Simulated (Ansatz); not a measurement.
**Cl₂F₂H₂In₂: geometry and vibrations**

Aim: relax Cl₂F₂H₂In₂ from a cheap starting geometry, check the end point by its vibrations and derive ideal-gas thermochemistry, and look at its orbitals and charge.

Program: Ansatz 0.2.0, Gaussian basis. Level of theory: RKS PBE0-D4/def2-TZVP. These are calculated values, not measurements.

The runs, in order: relaxation at PBE0-D4/def2-TZVP; harmonic vibrations at the same level; a single point in def2-TZVPP for the fields.

1 further run of the same task is left out (for a known fault of the program).

**1. The starting structure**

SMILES `[F][InH-]1[Cl+][InH-]([F])[Cl+]1`, 8 atoms, charge 0, spin multiplicity 1.

Atoms are counted from 1 here; the program's logs count them from 0.

Bond lengths: F1–In2 1.939 Å, In2–Cl3 2.475 Å, In2–Cl6 2.477 Å, In2–H7 1.662 Å, Cl3–In4 2.476 Å, In4–F5 1.940 Å, In4–Cl6 2.476 Å, In4–H8 1.662 Å. Angles: F1–In2–Cl3 108.3°, F1–In2–Cl6 108.8°, F1–In2–H7 121.7°, Cl3–In2–Cl6 85.9°, Cl3–In2–H7 113.4°, Cl6–In2–H7 112.9°, In2–Cl3–In4 93.0°, Cl3–In4–F5 108.4°, Cl3–In4–Cl6 85.9°, Cl3–In4–H8 113.2°, F5–In4–Cl6 108.3°, F5–In4–H8 121.8°, Cl6–In4–H8 113.4°, In2–Cl6–In4 92.9°.

Geometry (Å):

```
F     2.9781   -1.3015    0.0970
In    1.7780    0.2202    0.1409
Cl    0.1301   -0.0360   -1.6879
In   -1.7930   -0.0437   -0.1279
F    -2.7307   -1.7310   -0.3191
Cl   -0.1052   -0.2899    1.6671
H     2.3441    1.7743    0.3078
H    -2.6014    1.4077   -0.0779
```

The start is a GFN2-xTB geometry. In takes the def2 core potential; no spin-orbit term is included.

**2. Geometry optimisation, PBE0-D4/def2-TZVP**

in.yaml

```yaml
crystal:
  periodic: [false, false, false]
  atoms:
    - {symbol: F, position_ang: [2.978100, -1.301540, 0.097050]}
    - {symbol: In, position_ang: [1.778010, 0.220200, 0.140880]}
    - {symbol: Cl, position_ang: [0.130120, -0.036010, -1.687890]}
    - {symbol: In, position_ang: [-1.792970, -0.043750, -0.127900]}
    - {symbol: F, position_ang: [-2.730680, -1.730960, -0.319120]}
    - {symbol: Cl, position_ang: [-0.105210, -0.289890, 1.667120]}
    - {symbol: H, position_ang: [2.344060, 1.774300, 0.307750]}
    - {symbol: H, position_ang: [-2.601440, 1.407660, -0.077890]}
basis:
  gaussian: {orbitals: def2-TZVP}
hamiltonian: {xc: pbe0, dispersion: d4}
relax: {f_tol: 0.005, max_steps: 150}
```

The run is started by

```
> ansatz run in.yaml --threads 2 --pin off --events-out ev --progress --plain --max-ram 22528MiB --backend cuda --devices 0, --max-vram 18GiB
```

The runs that follow: Harmonic vibrations; Orbitals, density and potential.

**Question.** What will the summary of the whole plan be? Wanted: point group; shift from the start; total energy; dispersion term; dipole moment; lowest, highest wavenumber; zero-point energy; HOMO, LUMO.

The runs gave:

| quantity | value |
| --- | --- |
| point group | C2v |
| steps | 15 |
| shift from the start (rms) | 0.367 Å |
| total energy | -40854.5658 eV |
| dispersion term | -240 meV |
| dipole moment | 4.92 D |
| lowest, highest wavenumber | 26, 1932 cm⁻¹ |
| zero-point energy | 49.8 kJ/mol |
| entropy at 298.15 K | 452.3 J/(mol K) |
| HOMO, LUMO | -9.62, -1.72 eV |

The relaxed geometry lies 0.37 Å (rms) from the start; the bond that changed most is In2–Cl3, from 2.475 to 2.520 Å. No mode is imaginary: a true minimum at this level. The stiffest mode, 1932 cm⁻¹, is an In–H stretch, and 7 modes under 200 cm⁻¹ make the vibrational entropy uncertain. Harmonic hybrid wavenumbers usually lie a few per cent above measured fundamentals. The largest Mulliken charge, +0.87 e, sits on In2. The HOMO lies mostly on H7, H8 about 20 % each; Cl3, Cl6 about 14 % each and the LUMO on In2, In4 about 18 % each; H7, H8 about 13 % each.
